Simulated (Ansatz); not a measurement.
ScTaN:

```
CELL_PARAMETERS angstrom
3.08507 0.00000 0.00000
-1.54253 2.67175 0.00000
0.00000 0.00000 10.34014
ATOMIC_POSITIONS crystal
Ta 0.33333 0.66667 0.24563
Ta 0.66667 0.33333 0.75437
Sc 0.00000 0.00000 0.00000
Sc 0.00000 0.00000 0.50000
N 0.33333 0.66667 0.62984
N 0.66667 0.33333 0.37016
```

The cell comes from a database or a generator and needn't be the stable form of this composition.

Base run:

```yaml
Program: Ansatz 0.2.0
Functional: r2SCAN
Potentials_or_basis: Ansatz PAW
Cutoff: "500 eV (not typed: the program's choice for these potentials)"
k_mesh: 10 × 10 × 3
Occupations: fermi-dirac, width 0.05 eV
Spin: no spin polarisation
Hubbard_terms: Sc d U = 6 eV, Ta d U = 6 eV
```

Its results: band gap on the k mesh none (metal or under the smearing width); pressure 11.3 GPa; largest force 0.524 eV/Å.

Problem. The run is repeated on the same cell with these changes: hubbard terms from Sc d U = 6 eV, Ta d U = 6 eV to none; hubbard projectors from ortho-atomic (the default) to none. What comes out?

Solution. Band gap on the k mesh none (metal or under the smearing width); pressure -2.5 GPa; largest force 0.126 eV/Å.

Caveats: spin-orbit coupling is left out, which moves the levels of the heavy elements; the PAW data sets come from PBE, with cores solved anew for the run's functional, which leaves a small shift of forces and pressure; U without spin polarisation on a metal has little footing (some runs).
